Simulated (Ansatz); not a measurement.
Crystal: Ta3AsAu2O13.

```
Ta As Au O
1.0
     6.43030   -1.94333   -0.00483
     6.43030    1.94333   -0.00483
    -2.54785    0.00000   10.68617
Ta As Au O
3 1 2 13
Direct
  0.42174 0.42174 0.35289
  0.60514 0.60514 0.67616
  0.33575 0.33575 0.98865
  0.62199 0.62199 0.00347
  0.71608 0.71608 0.34780
  0.30523 0.30523 0.63263
  0.69967 0.69967 0.15479
  0.56266 0.56266 0.34673
  0.27377 0.27377 0.44492
  0.32994 0.32994 0.81777
  0.48263 0.48263 0.55126
  0.75351 0.75351 0.62745
  0.36278 0.36278 0.18289
  0.87969 0.87969 0.36594
  0.57427 0.57427 0.83568
  0.11671 0.11671 0.67068
  0.49325 0.49325 0.03078
  0.16601 0.16601 0.98717
  0.79918 0.79918 0.98234
```

The cell was built by a generator and needn't be a form met in nature.

Base run:

```yaml
Program: Ansatz 0.2.0
Functional: PBE
Potentials_or_basis: Ansatz PAW
Cutoff: "420 eV (not typed: the program's choice for these potentials)"
k_mesh: 7 × 7 × 3
Occupations: fermi-dirac, width 0.05 eV
Spin: no spin polarisation
```

Its results: band gap on the k mesh none (metal or under the smearing width); pressure 0.0 GPa; largest force 0.012 eV/Å.

Task: The run is repeated on the same cell with these changes: functional from PBE to PBEsol. What comes out?

Result: Band gap on the k mesh none (metal or under the smearing width); pressure -5.3 GPa; largest force 0.264 eV/Å.

PBEsol binds more tightly than PBE, so the same cell stands under less pressure.

Caveats: the density of states is complete only up to the lowest level of the last band computed (some runs); spin-orbit coupling is left out, which moves the levels of the heavy elements (some runs); the PAW data sets come from PBE, with cores solved anew for the run's functional, which leaves a small shift of forces and pressure (some runs).
